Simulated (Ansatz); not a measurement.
# Ca2Be5O: the cost of one run

Computed with Ansatz 0.2.0 (DFT PBE, scalar-relativistic, plane waves, PAW, unless a step's input says otherwise).

**1. The system as given**

Symmetry: P6/mmm, No. 191, hexagonal system. The conventional cell has a = 3.788 Å, b = 3.788 Å, c = 4.629 Å, α = 90.00°, β = 90.00°, γ = 120.00°. Ca (site symmetry -6m2) has 3 Ca at 2.19 Å and 3 O at 2.19 Å and 2 Be at 2.31 Å as nearest neighbours. Be (site symmetry -6m2) has 3 Be at 1.09 Å as nearest neighbours. Be (site symmetry mmm) has 2 Be at 1.09 Å as nearest neighbours. O (site symmetry 6/mmm) has 6 Ca at 2.19 Å as nearest neighbours.

Structure file:

```cif
data_structure
_symmetry_space_group_name_H-M 'P6/mmm'
_symmetry_Int_Tables_number 191
_cell_length_a 3.7879
_cell_length_b 3.7879
_cell_length_c 4.6295
_cell_angle_alpha 90.000
_cell_angle_beta 90.000
_cell_angle_gamma 120.000
_cell_volume 57.52
loop_
_atom_site_label
_atom_site_type_symbol
_atom_site_symmetry_multiplicity
_atom_site_Wyckoff_symbol
_atom_site_fract_x
_atom_site_fract_y
_atom_site_fract_z
_atom_site_occupancy
Ca1 Ca 2 d 0.33333 0.66667 0.50000 1
Be1 Be 2 c 0.33333 0.66667 0.00000 1
Be2 Be 3 f 0.50000 0.00000 0.00000 1
O1 O 1 b 0.00000 0.00000 0.50000 1
```

A structure generator made this guess: random cell by space group and Wyckoff sites (P6/mmm, No. 191). The dimensions are guesses.

**2. Probe: one point on a coarse mesh**

The input, input.yaml:

```yaml
crystal:
  lattice:
    - [3.78786882, 0.0, 0.0]
    - [-1.89393441, 3.28039062, 0.0]
    - [0.0, 0.0, 4.62949286]
  atoms:
    - { symbol: Ca, position: [0.33333333, 0.66666667, 0.5] }
    - { symbol: Ca, position: [0.66666667, 0.33333333, 0.5] }
    - { symbol: Be, position: [0.33333333, 0.66666667, 0.0] }
    - { symbol: Be, position: [0.66666667, 0.33333333, 0.0] }
    - { symbol: Be, position: [0.5, 0.0, 0.0] }
    - { symbol: Be, position: [0.0, 0.5, 0.0] }
    - { symbol: Be, position: [0.5, 0.5, 0.0] }
    - { symbol: O, position: [0.0, 0.0, 0.5] }
basis:
  ecutwfc: 420
kpoints:
  mp_grid: { grid: [6, 6, 4] }
hamiltonian:
  xc: pbe
scf:
  occupations: { method: gaussian, width: 0.1 }
  lower_state_search: "off"
output:
  forces: true
  stress: true
  eigenvalues: true
```

Command:

```console
$ ansatz run input.yaml --threads 1 --pin off --max-ram 2048MiB --backend cpu --events-out ev --progress --plain --runs-dir out
```

What time and memory should one allow on 1 thread of Arm Neoverse V2, shared host?

About 2.3 s, with a peak of 0.31 GiB.
